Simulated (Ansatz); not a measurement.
What does this script print? It uses the Ansatz DFT code, driven from Python.

The script reads `gan.cif`:
```cif
data_GaN
_cell_length_a 3.211538
_cell_length_b 3.211538
_cell_length_c 10.356840
_cell_angle_alpha 90.00000
_cell_angle_beta 90.00000
_cell_angle_gamma 120.00000
_symmetry_space_group_name_H-M 'P 1'
_symmetry_Int_Tables_number 1
loop_
_symmetry_equiv_pos_as_xyz
'x, y, z'
loop_
_atom_site_label
_atom_site_type_symbol
_atom_site_fract_x
_atom_site_fract_y
_atom_site_fract_z
Ga1 Ga    0.000000    0.000000    0.285868
Ga2 Ga    0.333333    0.666667    0.537349
Ga3 Ga    0.666667    0.333333    0.037349
Ga4 Ga    0.000000    0.000000    0.785868
N5 N    0.333333    0.666667    0.843745
N6 N    0.000000    0.000000    0.593038
N7 N    0.666667    0.333333    0.343745
N8 N    0.000000    0.000000    0.093038
```

The script, `gan.py`:
```python
import ansatz as az
from ase.io import read
import numpy as np


def main() -> None:
    atoms = read("gan.cif")
    system = az.Crystal.from_ase(atoms)

    calc = system.calculation().kpoints(6, 6, 2).basis(470).functional("PBE").occupations("fixed").dielectric()
    outcome = calc.run()
    response = outcome.dielectric
    eps = np.asarray(response.eps_inf)

    print(f"mean eps_inf {np.trace(eps) / 3:.3f}, fraction of exact exchange 1/eps = {3 / np.trace(eps):.3f}")
    print(np.array2string(eps, precision=3, suppress_small=True))
    for index, (site, z) in enumerate(zip(outcome.lattice.sites, response.zstar_e)):
        print("Born charge tensor of", site.symbol, index)
        print(np.round(z, 3) + 0.0)
    print(f"charge neutrality missed by {response.zstar_sum_residual_pre_e:.4f} e before the sum rule")


if __name__ == "__main__":
    main()
```

Output of `python gan.py`:
```text
DeckWarning: the atoms were moved onto the symmetric positions of the space group found under crystal.symmetry.tolerance 1.0e-5 (fractional; no operation is sought that the atoms, as they stand in a round, miss by more than twice it, and no atom is moved by as much as it), and the run uses the moved positions. Before a round's move an operation carried an atom to 3.21e-6 Å from where it should land, the largest such distance. Atom 1 (counting from 0) moved farthest, by 1.85e-6 Å; the longest [...]
RunWarning: field response: inside a basis, on 10×10×4 points, memory doesn't hold the 18×18×6 that were asked: take ε∞, Z* and everything formed from them with what they may err, as stated (eps_inf_uncertainty, zstar_uncertainty_e), and compare with field_mesh: kpoints on a denser kpoints.mp_grid
mean eps_inf 7.748, fraction of exact exchange 1/eps = 0.129
[[ 7.405  0.    -0.   ]
 [ 0.     7.405  0.   ]
 [ 0.    -0.     8.434]]
Born charge tensor of Ga 0
[[2.77 0.   0.  ]
 [0.   2.77 0.  ]
 [0.   0.   2.85]]
Born charge tensor of Ga 1
[[3.304 0.    0.   ]
 [0.    3.304 0.   ]
 [0.    0.    3.191]]
Born charge tensor of Ga 2
[[3.304 0.    0.   ]
 [0.    3.304 0.   ]
 [0.    0.    3.191]]
Born charge tensor of Ga 3
[[2.77 0.   0.  ]
 [0.   2.77 0.  ]
 [0.   0.   2.85]]
Born charge tensor of N 4
[[-3.393  0.     0.   ]
 [ 0.    -3.393  0.   ]
 [ 0.     0.    -2.755]]
Born charge tensor of N 5
[[-2.681  0.     0.   ]
 [ 0.    -2.681  0.   ]
 [ 0.     0.    -3.286]]
Born charge tensor of N 6
[[-3.393  0.     0.   ]
 [ 0.    -3.393  0.   ]
 [ 0.     0.    -2.755]]
Born charge tensor of N 7
[[-2.681  0.     0.   ]
 [ 0.    -2.681  0.   ]
 [ 0.     0.    -3.286]]
charge neutrality missed by 0.0842 e before the sum rule
```
(Warnings from the package without file and line, shortened.)

Reading the output:
- With fixed filling the reported Fermi level is the top filled level among the k-points of the SCF.
- Averages over directions belong to no single polarisation, least of all in layered crystals.
- Pressure is positive in compression.
- The mesh doesn't settle the field response to the digits printed.
- This cell is a computed structure, which may not be the phase found in nature.
- This is the electronic (clamped-ion) response; a semilocal gap that is too small tends to raise it. The typed mesh is that of the SCF; the response is solved on denser meshes that the run picks.
- It ran for 6.8 min on 1 thread of Arm Neoverse V1, with other jobs on the host, peak memory 2.7 GiB.
